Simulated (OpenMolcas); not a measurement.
**Ni²⁺ among point charges: CASSCF and CASPT2 levels and susceptibility**

Aim: the splitting of the states of Ni²⁺ in the field of 6 point charges, its lowest levels with spin-orbit coupling and its magnetic susceptibility.

Program: OpenMolcas 26.06. Level of theory: state-averaged CASSCF and CASPT2, spin-orbit coupling by RASSI with atomic mean-field integrals. These are calculated values, not measurements, unless marked.

### Step 1. What is computed

| Item | Value |
| --- | --- |
| Species | Ni²⁺ (nickel, Z = 28, 26 electrons) |
| Basis | ANO-RCC-VDZP [5s4p2d1f], 34 functions |
| Scalar Hamiltonian | DKH2, point nucleus |
| Inactive shells | 1s 2s 2p 3s 3p |
| Active space | 8 electrons in 5 orbitals (3d) |
| Some configurations of this space | 3d8 |
| Orbitals | optimised for each spin and parity, averaged over all roots |

The outer shells:

3d8
```
3d [↑↓][↑↓][↑↓][↑ ][↑ ]
```

The ion sits among 6 point charges of -2.2 e arranged as a trigonal antiprism (D3d), 2.17 Å from the ion, with a polar angle of 63.0° against the regular 54.74°.

Each step is its own input file, run in one work folder so that later steps find the files of earlier ones. Labels, J, g values, rates, χT and fits are worked out afterwards by a script from the matrices that RASSI stores. The input lists half of the charges; inversion (Group=XYZ) makes the rest.

### Step 2. Basis and integrals

The input, a.inp:

```
&GATEWAY
Coord
1

Ni 0.0 0.0 0.0
Basis=ANO-RCC-VDZP
Group=XYZ
NoMove
AngMom=0.0 0.0 0.0
AMFI
XField
3 Angstrom 0
0.000000 1.932554 0.986983 -2.200000
1.673641 -0.966277 0.986983 -2.200000
1.673641 0.966277 -0.986983 -2.200000
&SEWARD
```

Started as:

```console
$ OMP_NUM_THREADS=1 MOLCAS_MEM=1689 MOLCAS_PROJECT=a pymolcas a.inp > a.log
```

### Step 3. Reference wave functions, triplets of even parity, 10 roots

The input, a.inp:

```
&RASSCF
FileOrb=start.orb
Symmetry=1
Spin=3
nActEl=8 0 0
Inactive=3 6
Ras2=5 0
CIRoot=10 10 1
SDav=10
CIMx=300
Iter=120 100
PrWF=0.3
OrbListing=Nothing
MaxOrb=0
>>> COPY $Project.JobIph JOB001
```

start.orb holds the contracted functions of the basis, ordered by shell, or the orbitals of the step before.

### Step 4. Reference wave functions, singlets of even parity, 15 roots

The input, a.inp:

```
&RASSCF
FileOrb=start.orb
Symmetry=1
Spin=1
nActEl=8 0 0
Inactive=3 6
Ras2=5 0
CIRoot=15 15 1
SDav=15
CIMx=300
Iter=120 100
PrWF=0.3
OrbListing=Nothing
MaxOrb=0
>>> COPY $Project.JobIph JOB002
```

### Step 5. RASSI: spin-orbit coupling between the states

The input, a.inp:

```
&RASSI
NrOfJobIphs=2 10 15
1 2 3 4 5 6 7 8 9 10
1 2 3 4 5 6 7 8 9 10 11 12 13 14 15
IphNames
JOB001
JOB002
EJob
SpinOrbit
DIPRint=1.0
SOCoupling=1000.0
Subsets=2
Property=9
'ANGMOM' 1 'ANGMOM' 2 'ANGMOM' 3 'MLTPL  1' 1 'MLTPL  1' 2 'MLTPL  1' 3
'AMFI' 1 'AMFI' 2 'AMFI' 3
SOProperty=3
'ANGMOM' 1 'ANGMOM' 2 'ANGMOM' 3
```

### Step 6. CASPT2: IPEA 0.25, imaginary shift 0.1 (closed shells correlated: 3s 3p)

The input, a.inp:

```
>>> COPY JOB001 $Project.JobIph
&CASPT2
Multistate=10 1 2 3 4 5 6 7 8 9 10
NoMult
Frozen=2 3
IPEA=0.25
Imaginary=0.1
MaxIter=60
WThr=0.0 0.3 0.05
PrWF=0.5
NoMix
>>> COPY JOB002 $Project.JobIph
&CASPT2
Multistate=15 1 2 3 4 5 6 7 8 9 10 11 12 13 14 15
NoMult
Frozen=2 3
IPEA=0.25
Imaginary=0.1
MaxIter=60
WThr=0.0 0.3 0.05
PrWF=0.5
NoMix
```

(Steps that only read results are left out.)

Q: Predict the outcome of this session. Wanted: spin-free ground state; first state of the same spin within the active space; lowest level; next level.

The runs gave:

```
                                            quantity                                                                        value
                                              method  SS-CASPT2, IPEA 0.25, imaginary shift 0.1 (closed shells correlated: 3s 3p)
                              spin-free ground state                                              3A2, 1-fold in its orbital part
first state of the same spin within the active space                                                             3A1 at 2040 cm⁻¹
                                        lowest level                                               2-fold E, g = 0.00, 0.00, 6.94
                                          next level                                                                   194.7 cm⁻¹
                                         χT at 300 K                                                               2.13 cm³ K/mol
                           effective moment at 300 K                                                                      4.13 μB
```

Cost by method:

```csv
method,time of its own steps,time with the reference
A. CASSCF,6.5 s,6.5 s
"B. SS-CASPT2, IPEA 0.25, imaginary shift 0.1, +3s 3p",2 s,8.5 s
```

Times are of one thread on a shared host.

What this shows: The spin-free ground state (3A2) comes to 98 % from free-ion F terms and keeps the highest spin of the shell. χT at 300 K is 2.13, against 1.00 cm³ K/mol for the spin alone, so orbital moment adds to it. CASPT2 does not keep the components of a term degenerate, and the means are used. The field of point charges can differ much from that of real complexes. Point charges carry no covalency, so the field is a model and not that of real ligands.
